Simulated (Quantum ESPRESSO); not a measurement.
The system is CuAs3.

```
Cu As
1.0
     0.00000    3.83168    3.83168
     3.83168    0.00000    3.83168
     3.83168    3.83168    0.00000
Cu As
1 3
Direct
  0.00000 0.00000 0.00000
  0.25000 0.25000 0.25000
  0.75000 0.75000 0.75000
  0.50000 0.50000 0.50000
```

The cell was built by a generator and needn't be a form met in nature.

Base run:

| Quantity | Value |
| --- | --- |
| Program | Quantum ESPRESSO 7.5 |
| Functional | PBE |
| Potentials or basis | SSSP 1.3 efficiency PBE |
| Cutoff | 748 eV |
| Density cutoff | 5987 eV |
| k mesh | 6 × 6 × 6 |
| Occupations | fermi-dirac, width 0.05 eV |
| Spin | no spin polarisation |

Its results: band gap on the k mesh none (metal or under the smearing width); pressure -13.8 GPa.

Task: The run is repeated on the same cell with these changes: functional from PBE to PBEsol; potentials or basis from SSSP 1.3 efficiency PBE to GBRV 1.5 PBEsol; cutoff from 748 eV to 612 eV; density cutoff from 5987 eV to 4898 eV; valence electrons from 26 to 34. What comes out?

Result: Band gap on the k mesh none (metal or under the smearing width); pressure -15.9 GPa.

Caveats: so large a pressure means that the cell lies far from this level's equilibrium, or that cutoff or potentials fall short (some runs).
